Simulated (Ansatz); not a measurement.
# Sr2Cr2AsO3: the cost of one run

Method: DFT PBE, scalar-relativistic, plane waves, PAW, in Ansatz 0.2.0.

### Step 1. The starting structure

It takes space group P4/nmm (No. 129, tetragonal). Conventional cell: a = 3.952 Å, b = 3.952 Å, c = 15.999 Å, α = 90.00°, β = 90.00°, γ = 90.00°. Around Sr (site symmetry 4mm) lie 4 O at 2.54 Å. Sr (site symmetry 4mm) has 9 O at 2.46 to 2.81 Å in its first shell of neighbours. Cr (site symmetry 4mm) is surrounded by 5 O at 1.88 to 2.00 Å. Around Cr (site symmetry -4m2) lie 4 As at 2.43 Å and 4 Cr at 2.79 Å. As (site symmetry 4mm) is surrounded by 4 Cr at 2.43 Å. Around O (site symmetry 2mm) lie 2 Cr at 2.00 Å and 4 Sr at 2.54 to 2.74 Å. O (site symmetry 4mm) is surrounded by 1 Cr at 1.88 Å and 5 Sr at 2.46 to 2.81 Å.

Structure file:

```
CELL_PARAMETERS angstrom
3.95173 0.00000 0.00000
0.00000 3.95173 0.00000
0.00000 0.00000 15.99908
ATOMIC_POSITIONS crystal
Sr 0.00000 0.50000 0.19646
Sr 0.50000 0.00000 0.80354
Sr 0.00000 0.50000 0.41468
Sr 0.50000 0.00000 0.58532
Cr 0.50000 0.00000 0.31405
Cr 0.00000 0.50000 0.68595
Cr 0.50000 0.50000 0.00000
Cr 0.00000 0.00000 0.00000
As 0.50000 0.00000 0.08887
As 0.00000 0.50000 0.91113
O 0.50000 0.50000 0.29608
O 0.00000 0.00000 0.70392
O 0.00000 0.00000 0.29608
O 0.50000 0.50000 0.70392
O 0.50000 0.00000 0.43179
O 0.00000 0.50000 0.56821
```

This cell comes from an earlier session at PBE: 15.615 Å³/atom at 0.01 GPa, on a 10×10×2 mesh.

### Step 2. Antiferromagnetic, in the cell as typed

Input file input.yaml:

```yaml
crystal:
  lattice:
    - [3.9517271081, 0.0, 0.0]
    - [0.0, 3.9517271081, 0.0]
    - [0.0, 0.0, 15.99907975]
  atoms:
    - { symbol: Sr, position: [0.0, 0.5, 0.1964645512] }
    - { symbol: Sr, position: [0.5, 0.0, 0.8035354488] }
    - { symbol: Sr, position: [0.0, 0.5, 0.4146809054] }
    - { symbol: Sr, position: [0.5, 0.0, 0.5853190946] }
    - { symbol: Cr, position: [0.5, 0.0, 0.3140513877], spin: 3.0 }
    - { symbol: Cr, position: [0.0, 0.5, 0.6859486123], spin: 3.0 }
    - { symbol: Cr, position: [0.5, 0.5, 0.0], spin: -3.0 }
    - { symbol: Cr, position: [0.0, 0.0, 0.0], spin: -3.0 }
    - { symbol: As, position: [0.5, 0.0, 0.0888723179] }
    - { symbol: As, position: [0.0, 0.5, 0.9111276821] }
    - { symbol: O, position: [0.5, 0.5, 0.2960767405] }
    - { symbol: O, position: [0.0, 0.0, 0.7039232595] }
    - { symbol: O, position: [0.0, 0.0, 0.2960767405] }
    - { symbol: O, position: [0.5, 0.5, 0.7039232595] }
    - { symbol: O, position: [0.5, 0.0, 0.4317872926] }
    - { symbol: O, position: [0.0, 0.5, 0.5682127074] }
basis:
  ecutwfc: 420
  ecutrho_ratio: 4
kpoints:
  mp_grid: { grid: [10, 10, 2] }
hamiltonian:
  xc: pbe
scf:
  occupations: { method: gaussian, width: 0.05 }
  lower_state_search: "off"
output:
  forces: true
  stress: true
  eigenvalues: true
  populations: true
magnetization:
  spin_polarized: true
```

On the command line:

```console
ansatz run input.yaml --threads 4 --pin off --max-ram 10240MiB --backend cpu --events-out ev --progress --plain --runs-dir out
```

What time and memory should one allow on 4 threads of Intel Xeon Platinum 8488C (Sapphire Rapids), shared host?

About 84 s, with a peak of 2 GiB.
